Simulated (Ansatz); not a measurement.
# C2H7BFN: basis-set convergence

How large a basis does C2H7BFN need? Two functionals are run in growing sets.

Method: one geometry, several basis sets; program: Ansatz 0.2.0, Gaussian basis.

Plan: PBE0-D4/def2-SVP; ωB97M-V/def2-SVP; PBE0-D4/def2-QZVPP; ωB97M-V/def2-QZVPP; the functionals' def2-TZVPP values are taken from earlier runs.

## (1) The relaxed structure

An earlier PBE0-D4 in a triple-zeta def2 set relaxation fixed the geometry.

12 atoms, charge 0, spin multiplicity 1.

Atoms are counted from 1 here; the program's logs count them from 0.

Bond lengths: B1–N2 1.390 Å, B1–H6 1.196 Å, B1–H7 1.195 Å, N2–C3 1.423 Å, N2–H8 1.010 Å, C3–C4 1.507 Å, C3–F5 1.394 Å, C3–H9 1.093 Å, C4–H10 1.090 Å, C4–H11 1.091 Å, C4–H12 1.093 Å. Angles: N2–B1–H6 118.6°, N2–B1–H7 118.9°, H6–B1–H7 122.5°, B1–N2–C3 126.0°, B1–N2–H8 120.3°, C3–N2–H8 113.6°, N2–C3–C4 113.3°, N2–C3–F5 109.3°, N2–C3–H9 107.9°, C4–C3–F5 107.7°, C4–C3–H9 112.0°, F5–C3–H9 106.6°, C3–C4–H10 110.2°, C3–C4–H11 110.1°, C3–C4–H12 110.2°, H10–C4–H11 109.0°, H10–C4–H12 108.4°, H11–C4–H12 108.9°.

## (2) PBE0-D4 in def2-SVP

in.yaml

```yaml
crystal:
  periodic: [false, false, false]
  atoms:
    - {symbol: B, position_ang: [-1.637674, -0.388811, 1.165483]}
    - {symbol: N, position_ang: [-0.826111, -0.316626, 0.039746]}
    - {symbol: C, position_ang: [0.260865, 0.581592, -0.151691]}
    - {symbol: C, position_ang: [1.489308, -0.082191, -0.717855]}
    - {symbol: F, position_ang: [-0.123810, 1.586296, -1.037566]}
    - {symbol: H, position_ang: [-1.407267, 0.340441, 2.085580]}
    - {symbol: H, position_ang: [-2.527980, -1.185830, 1.185009]}
    - {symbol: H, position_ang: [-0.999761, -0.917477, -0.753685]}
    - {symbol: H, position_ang: [0.464182, 1.070150, 0.804310]}
    - {symbol: H, position_ang: [2.272175, 0.657344, -0.887747]}
    - {symbol: H, position_ang: [1.859895, -0.839757, -0.025684]}
    - {symbol: H, position_ang: [1.253279, -0.560431, -1.671900]}
basis:
  gaussian: {orbitals: def2-SVP}
hamiltonian: {xc: pbe0, dispersion: d4}
output: {orbitals: {seedname: orbitals}}
```

Further steps of the session: ωB97M-V in def2-SVP; PBE0-D4 in def2-QZVPP; ωB97M-V in def2-QZVPP.

Q: Predict the results of all the runs planned. Wanted: PBE0-D4: double and triple zeta above quadruple; ωB97M-V: double and triple zeta above quadruple.

**Answer**, as computed:

```
                                       quantity          value
PBE0-D4: double and triple zeta above quadruple  8.54, 0.39 eV
ωB97M-V: double and triple zeta above quadruple  8.87, 0.38 eV
```

What this shows: For PBE0-D4 the step from double to triple zeta gains 8.15 eV and the next only 0.39 eV. Total energies overstate the basis error of differences, where much of it tends to cancel. The LUMO of ωB97M-V is positive and keeps falling with the basis (2.14 to 1.38 eV): an unbound level that the basis holds in place.
